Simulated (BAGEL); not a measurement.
# CH5AlNO− (SMILES O=C[NH][AlH3-]): B3LYP/6-31G(d) (density fitting with qzvpp-jkfit, spherical functions)

Aim: the energy change on altering one bond length of CH5AlNO− at B3LYP/6-31G* (density fitting with qzvpp-jkfit, spherical functions), from 2 runs. 

The calculation is run with BAGEL 1.2.2.

1 further run of the same task is left out (set aside as unsound or not needed). Runs told in other sessions of the task aren't counted.

## 1. The system as given

CH5AlNO− has 9 atoms, charge -1, and is taken as a singlet. As SMILES, `O=C[NH][AlH3-]`. The shape comes from GFN2-xTB, which is rough for such elements, and wasn't checked as a minimum. This is one conformer, not always the lowest.

Bond lengths: O1–C2 1.216 Å, C2–N3 1.326 Å, N3–Al4 1.901 Å, C2–H5 1.133 Å, N3–H6 1.018 Å, Al4–H7 1.609 Å, Al4–H8 1.586 Å, Al4–H9 1.618 Å. Some angles: O1–C2–N3 127.9°, C2–N3–Al4 146.7°, O1–C2–H5 118.3°, N3–C2–H5 113.8°, C2–N3–H6 112.4°, Al4–N3–H6 100.8°, N3–Al4–H7 103.6°, N3–Al4–H8 115.6°, N3–Al4–H9 99.3°, H7–Al4–H8 113.2°.

## 2. The energy at B3LYP/6-31G(d) (density fitting with qzvpp-jkfit, spherical functions)

Contents of input.json:

```json
{ "bagel": [

{
  "title": "molecule",
  "basis": "6-31gs.json",
  "df_basis": "qzvpp-jkfit",
  "angstrom": true,
  "geometry": [
    { "atom": "O", "xyz": [    0.917980,    1.268080,   -1.884900 ] },
    { "atom": "C", "xyz": [    1.221340,    0.871040,   -0.776610 ] },
    { "atom": "N", "xyz": [    0.475870,    0.176220,    0.072130 ] },
    { "atom": "Al", "xyz": [   -1.191590,   -0.679910,    0.390200 ] },
    { "atom": "H", "xyz": [    2.258990,    1.106460,   -0.387080 ] },
    { "atom": "H", "xyz": [    0.964630,   -0.027740,    0.941430 ] },
    { "atom": "H", "xyz": [   -0.834970,   -2.245980,    0.298850 ] },
    { "atom": "H", "xyz": [   -2.375620,   -0.252210,   -0.574960 ] },
    { "atom": "H", "xyz": [   -1.436640,   -0.215970,    1.920940 ] }
  ]
},
{ "title": "ks", "xc_func": "b3lyp", "charge": -1 },
{ "title": "print", "file": "orbitals.molden", "orbitals": true }

]}
```

The basis set 6-31G* is read from a file made from the Basis Set Exchange's data (not shown).

Command:

```console
$ BAGEL_NUM_THREADS=1 BAGEL input.json > input.out
```

Log:

```text
* using 1 threads per process

  ===============================================================
  ===============================================================

  *** Geometry ***

  { "atom" : "O", "xyz" : [      1.734731,      2.396324,     -3.561945 ] },
  { "atom" : "C", "xyz" : [      2.307998,      1.646027,     -1.467580 ] },
  { "atom" : "N", "xyz" : [      0.899264,      0.333008,      0.136306 ] },
  { "atom" : "Al", "xyz" : [     -2.251779,     -1.284844,      0.737371 ] },
  { "atom" : "H", "xyz" : [      4.268872,      2.090906,     -0.731475 ] },
  { "atom" : "H", "xyz" : [      1.822887,     -0.052421,      1.779045 ] },
  { "atom" : "H", "xyz" : [     -1.577865,     -4.244287,      0.564745 ] },
  { "atom" : "H", "xyz" : [     -4.489271,     -0.476608,     -1.086517 ] },
  { "atom" : "H", "xyz" : [     -2.714856,     -0.408124,      3.630051 ] },

  Number of auxiliary basis functions:      447

  Since a DF basis is specified, we compute 2- and 3-index integrals:
    o Being stored without compression. Storage requirement is 0.018 GB

  Number of basis functions:       70
  Number of electrons      :       39

    * METHOD: MOLECULE                             0.19

  *** Kohn-Sham DFT ***

    * Removing 15819 points whose weight is below 1.00e-10
    * Grid points: 118335

  === Nuclear Repulsion ===
   146.2737209290

       - DIIS with orbital gradients will be used.

  === KS iteration (b3lyp / 6-31gs.json) ===
      0       -377.46345665          0.15007715           0.30
      1       -343.29915803          0.10416805           0.28
      2       -265.06198204          0.22181505           0.28
      3       -387.01473570          0.15032564           0.29
      4       -326.90850416          0.19220349           0.29
      5       -389.24099730          0.17127511           0.29
      6       -375.58527164          0.15929602           0.28
      7       -339.29001565          0.11540588           0.29
      8       -393.85731094          0.13725671           0.29
      9       -392.55630690          0.14690144           0.29
     10       -378.05816180          0.15562857           0.29
     11       -391.56078522          0.16040171           0.29
     12       -378.45657730          0.15375938           0.29
     13       -343.06940460          0.14671277           0.29
     14       -400.81697270          0.09521509           0.28
     15       -409.60141840          0.07557179           0.29
     16       -411.09079460          0.05240881           0.28
     17       -413.12187183          0.02841546           0.29
     18       -413.53032484          0.01047364           0.29
     19       -413.57242388          0.00649122           0.28
     20       -413.58450149          0.00317217           0.28
     21       -413.58754962          0.00073719           0.29
     22       -413.58763903          0.00053718           0.29
     23       -413.58773243          0.00009883           0.28
     24       -413.58773557          0.00001650           0.28
     25       -413.58773570          0.00000413           0.28
     26       -413.58773571          0.00000214           0.28
     27       -413.58773571          0.00000063           0.28
     28       -413.58773571          0.00000043           0.28
     29       -413.58773571          0.00000008           0.28
     30       -413.58773571          0.00000002           0.28
     31       -413.58773571          0.00000001           0.28
     32       -413.58773571          0.00000000           0.28
    * SCF iteration converged.

    * Permanent dipole moment:
           (   -1.526140,    -0.498981,    -0.313358) a.u.

    * METHOD: KS                                   9.99

    * METHOD: PRINT                                0.01

  ===============================================================
```

Run time: 11 s. Hardware: 1 thread of Arm Neoverse V1, shared host; peak memory 0.4 GiB.

## 3. The distorted shape

Contents of input.json:

```json
{ "bagel": [

{
  "title": "molecule",
  "basis": "6-31gs.json",
  "df_basis": "qzvpp-jkfit",
  "angstrom": true,
  "geometry": [
    { "atom": "O", "xyz": [       0.826981,       1.387180,      -2.217354 ] },
    { "atom": "C", "xyz": [       1.221340,       0.871040,      -0.776610 ] },
    { "atom": "N", "xyz": [       0.475870,       0.176220,       0.072130 ] },
    { "atom": "Al", "xyz": [      -1.191590,      -0.679910,       0.390200 ] },
    { "atom": "H", "xyz": [       2.258990,       1.106460,      -0.387080 ] },
    { "atom": "H", "xyz": [       0.964630,      -0.027740,       0.941430 ] },
    { "atom": "H", "xyz": [      -0.834970,      -2.245980,       0.298850 ] },
    { "atom": "H", "xyz": [      -2.375620,      -0.252210,      -0.574960 ] },
    { "atom": "H", "xyz": [      -1.436640,      -0.215970,       1.920940 ] }
  ]
},

{ "title": "ks", "xc_func": "b3lyp", "charge": -1 },

{ "title": "print", "file": "orbitals.molden", "orbitals": true }

]}
```

The basis set 6-31G* is read from a file made from the Basis Set Exchange's data (not shown).

Command:

```console
$ BAGEL_NUM_THREADS=1 BAGEL input.json > input.out
```

Log:

```text
* using 1 threads per process

  ===============================================================
  ===============================================================

  *** Geometry ***

  { "atom" : "O", "xyz" : [      1.562768,      2.621390,     -4.190192 ] },
  { "atom" : "C", "xyz" : [      2.307998,      1.646027,     -1.467580 ] },
  { "atom" : "N", "xyz" : [      0.899264,      0.333008,      0.136306 ] },
  { "atom" : "Al", "xyz" : [     -2.251779,     -1.284844,      0.737371 ] },
  { "atom" : "H", "xyz" : [      4.268872,      2.090906,     -0.731475 ] },
  { "atom" : "H", "xyz" : [      1.822887,     -0.052421,      1.779045 ] },
  { "atom" : "H", "xyz" : [     -1.577865,     -4.244287,      0.564745 ] },
  { "atom" : "H", "xyz" : [     -4.489271,     -0.476608,     -1.086517 ] },
  { "atom" : "H", "xyz" : [     -2.714856,     -0.408124,      3.630051 ] },

  Number of auxiliary basis functions:      447

  Since a DF basis is specified, we compute 2- and 3-index integrals:
    o Being stored without compression. Storage requirement is 0.018 GB

  Number of basis functions:       70
  Number of electrons      :       39

    * METHOD: MOLECULE                             0.19

  *** Kohn-Sham DFT ***

    * Removing 15324 points whose weight is below 1.00e-10
    * Grid points: 118830

  === Nuclear Repulsion ===
   138.3847476968

       - DIIS with orbital gradients will be used.

  === KS iteration (b3lyp / 6-31gs.json) ===
      0       -384.52370440          0.13676026           0.30
      1       -358.14782723          0.11620671           0.28
      2       -272.66772107          0.20233489           0.29
      3       -393.95139918          0.13363644           0.29
      4       -397.46762441          0.11968992           0.29
      5       -396.57526822          0.12701435           0.29
      6       -396.66511386          0.12750551           0.29
      7       -354.74519536          0.17979410           0.29
      8       -411.50292884          0.06821793           0.29
      9       -408.45641309          0.07744868           0.29
     10       -412.67330551          0.04443967           0.30
     11       -413.38063624          0.01826781           0.29
     12       -413.41553160          0.01468581           0.28
     13       -413.46347357          0.01049536           0.29
     14       -413.47788880          0.00772617           0.29
     15       -413.50508945          0.00201581           0.29
     16       -413.50672011          0.00019866           0.29
     17       -413.50673367          0.00007550           0.29
     18       -413.50673487          0.00004744           0.29
     19       -413.50673558          0.00000978           0.29
     20       -413.50673563          0.00000239           0.29
     21       -413.50673563          0.00000142           0.29
     22       -413.50673563          0.00000013           0.29
     23       -413.50673563          0.00000006           0.29
     24       -413.50673563          0.00000006           0.29
     25       -413.50673563          0.00000001           0.29
     26       -413.50673563          0.00000000           0.29
    * SCF iteration converged.

    * Permanent dipole moment:
           (   -1.482992,    -0.162974,    -0.981936) a.u.

    * METHOD: KS                                   8.41

    * METHOD: PRINT                                0.01

  ===============================================================
```

Wall time 9 s (1 thread of Arm Neoverse V1, shared host); peak memory 0.4 GiB.

## 4. What came out

At B3LYP/6-31G* (density fitting with qzvpp-jkfit, spherical functions):

| quantity | value |
| --- | --- |
| first shape: total energy | -413.58774 Eh |
| first shape: HOMO energy | -1.80 eV |
| first shape: LUMO energy | 5.28 eV |
| first shape: HOMO–LUMO gap (to an unbound level, set by the basis) | 7.08 eV |
| distorted shape: total energy | -413.50674 Eh |
| distorted shape: HOMO energy | -1.20 eV |
| distorted shape: LUMO energy | 4.06 eV |
| distorted shape: HOMO–LUMO gap (to an unbound level, set by the basis) | 5.26 eV |
| energy change with the O1–C2 bond stretched from 1.216 to 1.580 Å | 2.204 eV |

What this shows: With the O1–C2 bond stretched from 1.216 to 1.580 Å the energy rises by 2.20 eV (213 kJ/mol). The first shape isn't relaxed at this level, so the change isn't measured from a minimum.
